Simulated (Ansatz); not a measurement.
# CH3Cl3OSi: the cost of one run

Program: Ansatz 0.2.0. Level of theory: RKS r2SCAN-D4/STO-3G. These are calculated values, not measurements.

### Step 1. Starting point

Bond lengths: Si1–O2 1.680 Å, O2–C3 1.420 Å, C3–H4 1.110 Å, C3–H5 1.110 Å, C3–H6 1.110 Å, Si1–Cl7 2.130 Å, Si1–Cl8 2.128 Å, Si1–Cl9 2.128 Å. Angles: Si1–O2–C3 125.0°, O2–Si1–Cl7 109.4°, O2–Si1–Cl8 109.5°, O2–Si1–Cl9 109.5°, Cl7–Si1–Cl8 109.5°, Cl7–Si1–Cl9 109.5°, Cl8–Si1–Cl9 109.5°, O2–C3–H4 109.5°, O2–C3–H5 109.5°, O2–C3–H6 109.5°, H4–C3–H5 109.4°, H4–C3–H6 109.4°, H5–C3–H6 109.4°.

Structure file:

```xyz
9

Si    0.0000    0.0000    0.0000
O     0.0000    0.0000    1.6800
C    -1.1112   -0.3437    2.4945
H    -1.8140   -0.9775    1.9143
H    -0.7584   -0.9037    3.3856
H    -1.6313    0.5809    2.8212
Cl    2.0086    0.0000   -0.7093
Cl   -1.0032    1.7381   -0.7093
Cl   -1.0032   -1.7381   -0.7093
```

### Step 2. Relaxing the start

The input, input.yaml:

```yaml
crystal:
  periodic: [false, false, false]
  atoms:
    - { symbol: Si, position_ang: [0.0, 0.0, 0.0] }
    - { symbol: O, position_ang: [0.0, 0.0, 1.68] }
    - { symbol: C, position_ang: [-1.1112, -0.3437, 2.4945] }
    - { symbol: H, position_ang: [-1.814, -0.9775, 1.9143] }
    - { symbol: H, position_ang: [-0.7584, -0.9037, 3.3856] }
    - { symbol: H, position_ang: [-1.6313, 0.5809, 2.8212] }
    - { symbol: Cl, position_ang: [2.0086, 0.0, -0.7093] }
    - { symbol: Cl, position_ang: [-1.0032, 1.7381, -0.7093] }
    - { symbol: Cl, position_ang: [-1.0032, -1.7381, -0.7093] }
basis:
  gaussian: { orbitals: STO-3G }
hamiltonian:
  xc: r2scan
  dispersion: d4
relax:
  f_tol: 0.02
  max_steps: 40
```

The run is started by

```console
> ansatz run input.yaml --threads 1 --pin off --max-ram 2048MiB --backend cpu --events-out ev --progress --plain --runs-dir out
```

What time and memory should one allow on 1 thread of AMD EPYC 7R43 (Zen 3), shared host?

About 59 s, with a peak of 0.19 GiB.
